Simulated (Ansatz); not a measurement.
# CH₆AlNO₂Si: geometry optimisation

Aim: relax CH₆AlNO₂Si at this level.

Computed with Ansatz 0.2.0. Level: RKS PBE0-D4/def2-SVP.

### 1 The system as given

SMILES `N[SiH]1C[O][Al]1[OH]`, 12 atoms, charge 0, spin multiplicity 1.

Atoms are counted from 1 here; the program's logs count them from 0.

Bond lengths: N1–Si2 1.742 Å, N1–H7 1.022 Å, N1–H8 1.021 Å, Si2–C3 1.969 Å, Si2–Al5 2.429 Å, Si2–H9 1.511 Å, C3–O4 1.440 Å, C3–H10 1.115 Å, C3–H11 1.116 Å, O4–Al5 1.758 Å, Al5–O6 1.715 Å, O6–H12 0.970 Å. Angles: Si2–N1–H7 120.3°, Si2–N1–H8 121.3°, H7–N1–H8 111.4°, N1–Si2–C3 123.7°, N1–Si2–Al5 126.8°, N1–Si2–H9 105.0°, C3–Si2–Al5 69.7°, C3–Si2–H9 109.9°, Al5–Si2–H9 118.3°, Si2–C3–O4 105.4°, Si2–C3–H10 111.2°, Si2–C3–H11 111.7°, O4–C3–H10 110.1°, O4–C3–H11 111.1°, H10–C3–H11 107.3°, C3–O4–Al5 104.7°, Si2–Al5–O4 79.6°, Si2–Al5–O6 157.2° and more.

Coordinates:

```xyz
12

N    -1.0230   -0.3234   -2.0109
Si    0.2225   -0.3788   -0.7949
C     0.9494    1.2184    0.0971
O     0.8293    0.9560    1.5078
Al   -0.0956   -0.5356    1.6078
O    -0.6571   -1.1944    3.0888
H    -0.7759   -0.2610   -3.0008
H    -1.9279    0.1117   -1.8239
H     1.3447   -1.1724   -1.4216
H     2.0192    1.3805   -0.1736
H     0.3905    2.1405   -0.1897
H    -1.1991   -1.9966    3.1477
```

### 2 Relaxation

input.yaml reads:

```yaml
crystal:
  periodic: [false, false, false]
  atoms:
    - { symbol: "N", position_ang: [-1.023029, -0.323365, -2.010855] }
    - { symbol: Si, position_ang: [0.222455, -0.378835, -0.7949] }
    - { symbol: C, position_ang: [0.949436, 1.218409, 0.097124] }
    - { symbol: O, position_ang: [0.829316, 0.955953, 1.507835] }
    - { symbol: Al, position_ang: [-0.095612, -0.535613, 1.607815] }
    - { symbol: O, position_ang: [-0.657118, -1.194426, 3.088807] }
    - { symbol: H, position_ang: [-0.775864, -0.260975, -3.000803] }
    - { symbol: H, position_ang: [-1.927885, 0.11168, -1.823855] }
    - { symbol: H, position_ang: [1.344741, -1.172399, -1.421627] }
    - { symbol: H, position_ang: [2.019213, 1.380516, -0.173553] }
    - { symbol: H, position_ang: [0.390464, 2.14051, -0.189708] }
    - { symbol: H, position_ang: [-1.199119, -1.996555, 3.147721] }
basis:
  gaussian: { orbitals: def2-SVP }
hamiltonian:
  xc: pbe0
  dispersion: d4
output:
  forces: true
relax:
  f_tol: 0.003
  max_steps: 120
```

Run with:

```sh
> ansatz run input.yaml --threads 1 --pin off --max-ram 2560MiB --backend cpu --events-out ev --progress --plain --runs-dir out
```

**Question.** What will these runs give? Wanted: energy gained; root mean square move; dipole moment.

**Answer**, as computed:

| quantity | value |
| --- | --- |
| energy gained | 0.0340 eV |
| root mean square move | 0.036 Å |
| dipole moment | 3.40 D |

**Reading.** Bond lengths: N1–Si2 1.727 Å, N1–H7 1.013 Å, N1–H8 1.012 Å, Si2–C3 1.950 Å, Si2–Al5 2.414 Å, Si2–H9 1.499 Å, C3–O4 1.427 Å, C3–H10 1.106 Å, C3–H11 1.107 Å, O4–Al5 1.736 Å, Al5–O6 1.694 Å, O6–H12 0.957 Å. Angles: Si2–N1–H7 121.1°, Si2–N1–H8 122.2°, H7–N1–H8 111.9°, N1–Si2–C3 122.3°, N1–Si2–Al5 126.4°, N1–Si2–H9 105.4°, C3–Si2–Al5 69.7°, C3–Si2–H9 110.3°, Al5–Si2–H9 118.8°, Si2–C3–O4 105.2°, Si2–C3–H10 111.9°, Si2–C3–H11 111.6°, O4–C3–H10 110.1°, O4–C3–H11 111.0°, H10–C3–H11 107.1°, C3–O4–Al5 105.3°, Si2–Al5–O4 79.4°, Si2–Al5–O6 156.1° and more. No frequencies were computed here.
